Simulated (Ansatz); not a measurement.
**ZrSi6: further runs on a relaxed guess**

The task, for ZrSi6: see whether it has a gap, which orbitals make up the states near it and how charge is shared.

Program: Ansatz 0.2.0. Level of theory: DFT PBE, scalar-relativistic, plane waves, PAW. These are calculated values, not measurements.

## (1) The starting structure

The structure is hexagonal, space group P6/mmm (No. 191). Conventional cell: a = 7.171 Å, b = 7.171 Å, c = 2.709 Å, α = 90.00°, β = 90.00°, γ = 120.00°. Zr (site symmetry 6/mmm) is surrounded by 2 Zr at 2.71 Å and 6 Si at 2.71 Å. Si (site symmetry mm2) has 6 Si at 2.47 to 2.71 Å and 1 Zr at 2.71 Å in its first shell of neighbours.

Structure file:

```xyz
7
Lattice="7.1711 0.0000 0.0000 -3.5855 6.2103 0.0000 0.0000 0.0000 2.7092" Properties=species:S:1:pos:R:3 pbc="T T T"
Zr    0.0000    0.0000    0.0000
Si   -1.2366    4.8542    0.0000
Si    0.0000    2.7123    0.0000
Si    1.2366    4.8542    0.0000
Si    4.8222    1.3561    0.0000
Si    3.5855    3.4980    0.0000
Si    2.3489    1.3561    0.0000
```

The cell was relaxed beforehand at this level, from a generated guess; it is a trial structure. At a tolerance of 0.05 Å it has space group P6/mmm (No. 191); it has 17.24 Å³/atom, an uncorrected energy of +0.36 eV/atom over the elements.

## (2) Electronic structure at the relaxed geometry

input.yaml

```yaml
crystal:
  lattice:
    - [7.1710526678, 0.0, 0.0]
    - [-3.5855263339, 6.2103137822, 0.0]
    - [0.0, 0.0, 2.7091500821]
  atoms:
    - { symbol: Zr, position: [0.0, 0.0, 0.0] }
    - { symbol: Si, position: [0.2183686936, 0.7816313064, 0.0] }
    - { symbol: Si, position: [0.2183686936, 0.4367373873, 0.0] }
    - { symbol: Si, position: [0.5632626127, 0.7816313064, 0.0] }
    - { symbol: Si, position: [0.7816313064, 0.2183686936, 0.0] }
    - { symbol: Si, position: [0.7816313064, 0.5632626127, 0.0] }
    - { symbol: Si, position: [0.4367373873, 0.2183686936, 0.0] }
basis:
  ecutwfc: 420
kpoints:
  mp_grid: { grid: [6, 6, 14] }
  band_path:
    path:
      - [[0.0, 0.0, 0.0], [0.5, 0.0, 0.0], [0.33333333, 0.33333333, 0.0], [0.0, 0.0, 0.0], [0.0, 0.0, 0.5], [0.5, 0.0, 0.5], [0.33333333, 0.33333333, 0.5], [0.0, 0.0, 0.5]]
      - [[0.5, 0.0, 0.5], [0.5, 0.0, 0.0]]
      - [[0.33333333, 0.33333333, 0.5], [0.33333333, 0.33333333, 0.0]]
    npoints: 14
hamiltonian:
  xc: pbe
scf:
  occupations: { method: gaussian, width: 0.1 }
  n_extra_bands: 17
output:
  forces: true
  stress: true
  eigenvalues: true
  populations: true
  dos: { projected: true, de: 0.02, nscf_kmesh: { grid: [8, 8, 17] } }
  bader: true
  write_density: true
  write_potential: true
  elf: true
  volumetric_format: npy
```

Command:

```bash
> ansatz run input.yaml --threads 1 --pin off --max-ram 2560MiB --backend cpu --events-out ev --progress --plain --runs-dir out
```

Log:

```text
Warning: RAYON_NUM_THREADS=1 ignored (pool sized by the plan → 1); use --threads N
scf.n_extra_bands = 17 over 18 filled bands (N_el = 36.0): the run solves 35 bands
Engine: ansatz 0.2.0, x86_64-unknown-linux-gnu
Pseudopotentials: kind: paw
Pseudopotential: Zr, paw, valence charge 12, recommended cutoff 420 eV (normal), Zr.paw.azcp
Pseudopotential: Si, paw, valence charge 4, recommended cutoff 420 eV (normal), Si.paw.azcp
Functional definition: PBE
  parameter kappa = 0.804
  parameter beta = 0.06672455060314922
  exchange = pbe_x(kappa = kappa, mu = beta*pi^2/3)
  correlation = pbe_c(beta = beta)
Crystal: 7 atoms, lattice volume = 120.651 Å³
Basis set: ecut = 420 eV, 2331 PW (Γ), exchange–correlation on 96×96×40 points (8 copies of the dense FFT grid, shifted against one another)
Bands: 35, of which v1, the nominal top of the filled ones, is band 18 counted from 1 (17 counted from 0)
Symmetry: 24 space group operations
Space group: P6/mmm (ITA 191), of the structure as read, at distance tolerance 4.9e-5 Å
k-points: 56 of 504
Non-local potential: Zr, projectors of the file, l = 0: 3, l = 1: 2, l = 2: 2, l = 3: 2
Non-local potential: Si, projectors of the file, l = 0: 2, l = 1: 2, l = 2: 2
PAW form: soft (Blöchl's): semilocal exchange-correlation on the pseudo side does not see the compensation charge
PAW one-centre angular grid: Zr, 590 points (default); XC on 64 Gauss nodes
PAW one-centre angular grid: Si, 110 points (default); XC on 64 Gauss nodes
Initial density: superposition of atomic densities (neutral atoms: chi_scale 0, normalization atom), corrected by the library's trained network
Initial wavefunctions: pseudopotential atomic-orbital guess
Functional: x = pbe(κ = 0.804, μ = 0.2195149727645171), c = pbe(β = 0.06672455060314922)
SCF iter   1: F=—  HF=-7996.161101 eV  |F-HF|=—  |Δ(HF+E_count)|=         —  Δρ=3.26e-3  dr2=3.13e-2  ethr=1.77e-3  ⟨swp⟩=5.8  Hψ=9866  notcnv=0  defer=150
preconditioner: auto → Kerker (q_TF=auto, 2.230 Å⁻¹)  [metal: Δε(μ)=0.004 eV  Ē_g=9.200 eV  σ=0.100 eV  W_gap=0.02  n_scr=18 (ndim 8)  ℏωp=17.9 eV  f_vac=0.000  D(μ)=2.67/eV (n_scr^D=12)]
SCF iter   2: F=—  HF=-7996.160310 eV  |F-HF|=—  |Δ(HF+E_count)|=   7.90e-4  Δρ=1.78e-3  dr2=7.43e-3  ethr=8.68e-5  ⟨swp⟩=1.0  Hψ=2408  notcnv=0  defer=176
SCF iter   3: F=—  HF=-7996.159765 eV  |F-HF|=—  |Δ(HF+E_count)|=   5.45e-4  Δρ=2.98e-4  dr2=1.60e-4  ethr=2.06e-5  ⟨swp⟩=1.6  Hψ=1656  notcnv=0  defer=176
SCF iter   4: F=—  HF=-7996.159759 eV  |F-HF|=—  |Δ(HF+E_count)|=   6.14e-6  Δρ=6.18e-5  dr2=9.23e-6  ethr=4.45e-7  ⟨swp⟩=2.4  Hψ=2272  notcnv=0  defer=176
SCF iter   5: F=—  HF=-7996.159795 eV  |F-HF|=—  |Δ(HF+E_count)|=   3.59e-5  Δρ=1.64e-5  dr2=1.04e-6  ethr=2.56e-8  ⟨swp⟩=2.4  Hψ=2301  notcnv=0  defer=176
SCF iter   6: F=-7996.159795 eV  HF=-7996.159795 eV  |F-HF|=4.15e-8  |Δ(HF+E_count)|=   4.42e-8  Δρ=4.07e-6  dr2=6.31e-8  ethr=2.78e-10  ⟨swp⟩=13.0  Hψ=13520  notcnv=0
SCF 1 converged in 6 iterations: F = -7996.159795 eV  dr2 = 6.31e-8
NSCF: frozen V_eff on 129 k-points
NSCF: frozen V_eff on 90 k-points
SCF converged after 6 iterations
Free energy (F): -7996.159795 eV
Harris-Foulkes:  -7996.159795 eV  (|F-HF|=4.15e-8)
Internal energy: -7996.146594 eV  (E = F + TS)
E sigma→0 (E₀):  -7996.153195 eV
Entropy (-TS):   -0.013201 eV (-1.886 meV/atom)
Fermi energy:    9.798681 eV
--- Per-component energies (eV) ---
  E_band       = -37.926890
  E_kinetic    = 577.292996
  E_local      = -1127.132775  (includes V_loc(G=0)·N_el)
  E_nonlocal   = 234.401519
  E_hartree    = 422.684198
  E_xc         = -494.905330
  E_vxc        = -474.338185  (∫ρ·V_xc dr)
  E_paw        = -6028.648273  (= ΣΔE_a)
  E_vpaw       = -93.526450  (= ΣTr[D̂ρ^β])
  E_aug_tail   = 0.000069  (compensation charges beyond the density's cutoff)
  E_ewald      = -1579.838999
  E_smearing   = -0.013201  (= −TS)
  E_closure    = 0.000000  (closes the sum)
  Σ components = -7996.159795   (vs F -7996.159795, Δ=0.00e0)
--- Forces (eV/Å), atoms counted from 1 ---
  atom   1  Zr     0.00000000     0.00000000     0.00000000
  atom   2  Si     0.00401357    -0.00231724     0.00000000
  atom   3  Si     0.00000000     0.00463448     0.00000000
  atom   4  Si    -0.00401357    -0.00231724     0.00000000
  atom   5  Si    -0.00401357     0.00231724     0.00000000
  atom   6  Si     0.00000000    -0.00463448     0.00000000
  atom   7  Si     0.00401357     0.00231724     0.00000000
  max |Σ_I F_I| component: 5.46e-17 eV/Å
--- Stress (GPa, compression-positive) ---
       -0.021467      -0.000000       0.000000
        0.000000      -0.021467       0.000000
        0.000000       0.000000      -0.013476
  P = ⅓ Tr σ = -0.0188 GPa (-0.188 kbar)
--- Band table (eV; the first three rows and the last of 56) ---
  k-point 0: bands = ["-38.7182", "-16.9207", "-16.9207", "-15.7414", "-2.8535", "-0.6091", "1.0964", "1.0964", "1.2384", "1.2384", "3.5004", "7.7113", "7.7113", "8.0153", "8.2904", "8.4867", "8.4867", "9.9514", "10.0588", "10.0588", "11.8098", "14.1678", "14.1678", "14.2969", "14.2969", "15.2636", "16.2796", "16.2796", "16.3085", "17.0186", "18.7104", "18.7104", "19.0530", "19.0530", "19.2806"]
  k-point 1: bands = ["-38.7040", "-16.9072", "-16.9072", "-15.8540", "-2.7576", "-0.5156", "1.1899", "1.1899", "1.3288", "1.3288", "3.5917", "7.7889", "7.7889", "8.2939", "8.3741", "8.5614", "8.5614", "10.0067", "10.1192", "10.1192", "11.8757", "13.4124", "13.4124", "13.5858", "14.5548", "14.5548", "15.7420", "16.2694", "16.2694", "17.6672", "17.6672", "17.6797", "17.6797", "17.7851", "19.7609"]
  k-point 2: bands = ["-38.6640", "-16.8693", "-16.8693", "-16.1614", "-2.4721", "-0.2371", "1.4686", "1.4686", "1.5988", "1.5988", "3.8566", "8.0174", "8.0174", "8.6222", "8.7806", "8.7806", "9.0311", "10.1280", "10.2771", "10.2771", "11.4455", "12.1799", "12.1799", "12.2280", "13.8619", "14.3926", "14.3926", "15.5200", "15.5200", "16.6333", "16.6333", "16.6901", "16.6901", "18.9976", "19.2206"]
  k-point 55: bands = ["-38.4213", "-17.7685", "-16.6404", "-16.6404", "1.5026", "1.5026", "3.0406", "4.3045", "4.3045", "5.3559", "5.3559", "5.7812", "6.9789", "6.9789", "7.1605", "7.5038", "7.5038", "8.8217", "9.3802", "9.6170", "9.6170", "10.4188", "10.4188", "11.9801", "12.5181", "13.5353", "13.5353", "13.6064", "13.6064", "14.3061", "15.5315", "16.4030", "16.4030", "16.8335", "16.8335"]
--- Löwdin populations: 7 sites ---
  site symbol       q [e]
     0     Zr     11.8547
     1     Si      3.9543
     2     Si      3.9543
     3     Si      3.9543
     4     Si      3.9543
     5     Si      3.9543
     6     Si      3.9543
  spilling = 0.011644 (of n_electrons = 36.000000)
--- Bader charges: 7 sites ---
  site symbol  charge [e]  shift [e]
     0     Zr      0.9017     0.0003
     1     Si     -0.1503     0.0000
     2     Si     -0.1503     0.0000
     3     Si     -0.1503     0.0000
     4     Si     -0.1503     0.0000
     5     Si     -0.1503     0.0000
     6     Si     -0.1503     0.0000
  estimated error of the sums over rays = 4.8e-4 e
```

Wall time 2.4 min (1 thread of Intel Xeon at 2.50GHz (Skylake/Cascade Lake), shared host); peak memory 0.6 GiB.

Site by site:

| atom | Löwdin electrons | Bader charge (e) | Bader volume (Å³) |
| --- | --- | --- | --- |
| Zr1 | 11.85 | +0.90 | 15.8 |
| Si2 | 3.95 | -0.15 | 17.5 |
| Si3 | 3.95 | -0.15 | 17.5 |
| Si4 | 3.95 | -0.15 | 17.5 |
| Si5 | 3.95 | -0.15 | 17.5 |
| Si6 | 3.95 | -0.15 | 17.5 |
| Si7 | 3.95 | -0.15 | 17.5 |

The Löwdin counts miss 0.42 of the 36 electrons, which the atomic orbitals do not span, so they are no charges.

bands.tsv at the labelled points (eV, zero at the Fermi level; the bands nearest the Fermi level):

```tsv
point	band 15	band 16	band 17	band 18	band 19	band 20	band 21	band 22
Γ	-1.51	-1.31	-1.31	0.15	0.26	0.26	2.01	4.37
M	-1.86	-1.75	0.01	1.09	1.17	2.14	3.71	4.09
K	-2.39	-1.83	-0.28	1.57	1.57	1.74	3.81	3.81
Γ	-1.51	-1.31	-1.31	0.15	0.26	0.26	2.01	4.37
A	-3.61	-2.38	-2.38	0.15	0.15	0.58	0.58	1.14
L	-2.52	-1.78	-1.64	-1.44	-0.58	-0.37	-0.19	0.02
H	-2.64	-2.29	-2.29	-0.98	-0.42	-0.18	-0.18	0.62
A	-3.61	-2.38	-2.38	0.15	0.15	0.58	0.58	1.14
L	-2.52	-1.78	-1.64	-1.44	-0.58	-0.37	-0.19	0.02
M	-1.86	-1.75	0.01	1.09	1.17	2.14	3.71	4.09
H	-2.64	-2.29	-2.29	-0.98	-0.42	-0.18	-0.18	0.62
K	-2.39	-1.83	-0.28	1.57	1.57	1.74	3.81	3.81
```

States per cell in windows of 1 eV, from dos.tsv and pdos.tsv (zero at the Fermi level):

```csv
from,to,total,Zr 4d,Si 3s,Si 3p
-8,-7,1.94,0.13,1.01,0.75
-7,-6,1.73,0.13,0.83,0.74
-6,-5,2.09,0.14,0.63,1.26
-5,-4,2.63,0.24,0.43,1.89
-4,-3,2.82,0.32,0.41,2.01
-3,-2,3.37,0.44,0.46,2.33
-2,-1,3.77,0.91,0.38,2.31
-1,0,3.66,1.04,0.37,2.03
0,1,4.12,1.03,0.52,2.25
1,2,3.13,0.85,0.33,1.67
2,3,3.95,0.94,0.43,1.87
3,4,4.46,1.06,0.50,1.83
4,5,3.68,0.72,0.41,1.41
5,6,3.71,0.39,0.43,1.48
```

A further 14 or so states lie below the table's range.

Density in a lattice plane of the grid's cell (edges 7.17 and 7.17 Å, at 0.000 of the third edge), which holds Zr and Si.

Ten even steps from ' ' (0.07 e/Å³) to '@' (4.08 e/Å³):
```
@@##--                                  ..==@@@@
++::                                    ..--****
..                                        ..::..
                                                
                                                
                                                
                                                
                                                
                                                
                                                
                                                
                                                
                                                
                                                
                                                
                                                
....::..                                        
++****--..                                    ::
@@@@@@==..                                  --##
**@@##::                                  ::##@@
```
Columns run along the first of these edges and rows up along the second, over one cell in 24 and 20 even steps from the bottom left corner. Atoms in the plane (fractional): Zr at (0.00, 0.00), Si at (0.22, 0.78), Si at (0.22, 0.44), Si at (0.56, 0.78), Si at (0.78, 0.22), Si at (0.78, 0.56), Si at (0.44, 0.22).

ELF in the same plane.

Ten even steps from ' ' (0.00) to '@' (0.82):
```
**@@##--==##@@@@%%##++====++##%%@@@@##----%%@@**
@@**::++%%@@%%%%%%%%####%%%%##%%@@@@##----##@@@@
----++@@@@**++++##@@@@@@%%++==++%%@@##--::==++++
--**@@%%++**++++%%@@@@@@++++**++%%@@##==--::::--
##@@@@##==++--**@@@@@@**--++==**@@@@############
%%@@%%**++**##%%####%%##++++**%%@@%%@@@@@@@@@@@@
####%%%%@@@@@@####%%@@@@%%%%####%%@@%%##**%%@@@@
++++##@@@@@@@@%%%%@@@@@@%%**++**%%##++++==**%%##
--==**%%@@@@####@@@@@@##==--++####==++**==####++
::==##%%%%++--++%%%%##==::==##%%%%++--++%%%%##==
--++####==**++==####++--==##@@@@@@####@@@@%%**==
++##%%**==++++##%%**++**%%@@@@@@%%%%@@@@@@@@##++
##@@@@%%**##%%@@%%####%%%%@@@@%%####@@@@@@%%%%##
%%@@@@@@@@@@@@%%@@%%**++++##%%####%%##**++**%%@@
##############@@@@**==++--**@@@@@@**--++==##@@@@
----::::--==##@@%%++**++++@@@@@@%%++++**++%%@@**
--++++==::--##@@%%++==++%%@@@@@@##++++**@@@@++--
@@@@@@##----##@@@@%%##%%%%####%%%%%%%%@@%%++::**
****@@%%----##@@@@%%##++====++##%%@@@@##==--##@@
  ++@@**::==##%%%%**==--::--==**%%%%##==::**@@++
```
Columns run along the first of these edges and rows up along the second, over one cell in 24 and 20 even steps from the bottom left corner. Atoms in the plane (fractional): Zr at (0.00, 0.00), Si at (0.22, 0.78), Si at (0.22, 0.44), Si at (0.56, 0.78), Si at (0.78, 0.22), Si at (0.78, 0.56), Si at (0.44, 0.22).

Both are smooth fields of the valence electrons: close to the nuclei they are not physical.

Outside the cores ELF peaks at 0.82 on the Si–Si line, 1.1 Å from Si.

## (3) The same system, input altered

input.yaml

```yaml
crystal:
  lattice:
    - [7.1710526678, 0.0, 0.0]
    - [-3.5855263339, 6.2103137822, 0.0]
    - [0.0, 0.0, 2.7091500821]
  atoms:
    - { symbol: Zr, position: [0.0, 0.0, 0.0] }
    - { symbol: Si, position: [0.2183686936, 0.7816313064, 0.0] }
    - { symbol: Si, position: [0.2183686936, 0.4367373873, 0.0] }
    - { symbol: Si, position: [0.5632626127, 0.7816313064, 0.0] }
    - { symbol: Si, position: [0.7816313064, 0.2183686936, 0.0] }
    - { symbol: Si, position: [0.7816313064, 0.5632626127, 0.0] }
    - { symbol: Si, position: [0.4367373873, 0.2183686936, 0.0] }
basis:
  ecutwfc: 420
kpoints:
  mp_grid: { grid: [0, 6, 14] }
hamiltonian:
  xc: pbe
scf:
  occupations: { method: gaussian, width: 0.1 }
  max_iter: 75
output:
  forces: true
  eigenvalues: true
  stress: true
```

Command:

```bash
> ansatz run input.yaml --threads 1 --pin off --max-ram 2560MiB --backend cpu --events-out ev --progress --plain --runs-dir out
```

Log:

```text
Error: invalid value for `kpoints.mp_grid.grid`: each dimension must be in 1..=255
```

Wall time 0.2 s (1 thread of Intel Xeon at 2.50GHz (Skylake/Cascade Lake), shared host); peak memory 0.083 GiB.

## (4) What went wrong

The run ended at the input check. The line that matters: «invalid value for `kpoints.mp_grid.grid`: each dimension must be in 1..=255»

The suspect setting: kpoints.mp_grid.grid is [0, 6, 14]. No mesh follows from the k-point block as it stands.

The cure: set kpoints.mp_grid.grid to [6, 6, 14].

## (5) What came out

| quantity | value |
| --- | --- |
| gap | none (metal) |
| states at the Fermi level | 3.99 per eV per cell |
| Bader charges | Zr +0.90, Si -0.15 e |

What this shows: There is no gap at this level. Of the projected weight within 0.25 eV of the Fermi level, the largest part is Si 3p (59 %) and Zr 4d (25 %). Bader charges go up to 0.9 e.
